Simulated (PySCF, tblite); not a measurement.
# C₃H₄N₂O₂S₂: infrared bands and NMR shifts

Wanted: the infrared bands and NMR shifts of C₃H₄N₂O₂S₂ (`CS(=O)(=O)c1cnsn1`), by calculation.

Computed with tblite 0.8.0 and PySCF 2.14.0, with density-fitted response routines of our own, on a single molecule in the gas phase. Atoms count from 0, in the outputs and in this text.

### Step 1. The molecule as given

13 atoms, charge 0, multiplicity 1; geometry from: GFN2-xTB.

Bonds of the start (Å): C0–S1 1.80, S1–O2 1.44, S1–O3 1.44, S1–C4 1.79, C4–C5 1.41, C5–N6 1.31, N6–S7 1.62, S7–N8 1.62, N8–C4 1.31, C0–H9 1.08, C0–H10 1.08, C0–H11 1.08, C5–H12 1.07.

### Step 2. Harmonic vibrations with GFN2-xTB

Job settings and geometry (Å):

```
{"job": {"kind": "ir", "xc": "GFN2-xTB", "basis": "xTB"}, "charge": 0, "multiplicity": 1}
C     -1.833506     0.037205     0.970621
S     -0.924404     0.455496    -0.530429
O     -1.416021    -0.323228    -1.631584
O     -0.868333     1.881358    -0.687055
C      0.744439    -0.104357    -0.189497
C      1.853922    -0.009275    -1.050870
N      2.943777    -0.508025    -0.515541
S      2.610263    -1.060678     0.966294
N      1.033892    -0.668824     0.960462
H     -2.858527     0.355815     0.826466
H     -1.774521    -1.034199     1.106285
H     -1.375501     0.567194     1.794545
H      1.860131     0.412004    -2.037424
```

**Question.** This job is followed by: GIAO PBE0/pcSseg-1 NMR shielding, non-relativistic, gas phase. Predict these results of the whole session: strongest single infrared mode (GFN2-xTB); zero-point energy (GFN2-xTB); 13C shifts against TMS (PBE0/pcSseg-1); 1H shifts against TMS (PBE0/pcSseg-1, means over atoms taken as alike); 33S shifts against CS2 (PBE0/pcSseg-1); 17O shifts against H2O (PBE0/pcSseg-1, means over atoms taken as alike); 15N shifts against NH3 (PBE0/pcSseg-1).

**Answer**, as computed:

```
                                                               quantity                   value
                              strongest single infrared mode (GFN2-xTB)   1262 cm⁻¹, 490 km/mol
                                           zero-point energy (GFN2-xTB)           48.9 kcal/mol
                                 13C shifts against TMS (PBE0/pcSseg-1)  170.8, 149.4, 47.9 ppm
 1H shifts against TMS (PBE0/pcSseg-1, means over atoms taken as alike)          8.97, 3.34 ppm
                                 33S shifts against CS2 (PBE0/pcSseg-1)            509, 295 ppm
17O shifts against H2O (PBE0/pcSseg-1, means over atoms taken as alike)               234.5 ppm
                                 15N shifts against NH3 (PBE0/pcSseg-1)        406.9, 389.9 ppm
```

In words: No mode is imaginary among the 33: a minimum at this level. Unscaled tight-binding wavenumbers are off by several per cent, some by more. Its intensities can rank the bands wrongly. At PBE0/pcSseg-1: Shielding is most anisotropic at N6 (span 629 ppm, paramagnetic term -471 ppm). NICS(1)zz of -33 ppm above the planar ring from C4 marks a diatropic (aromatic) ring current.
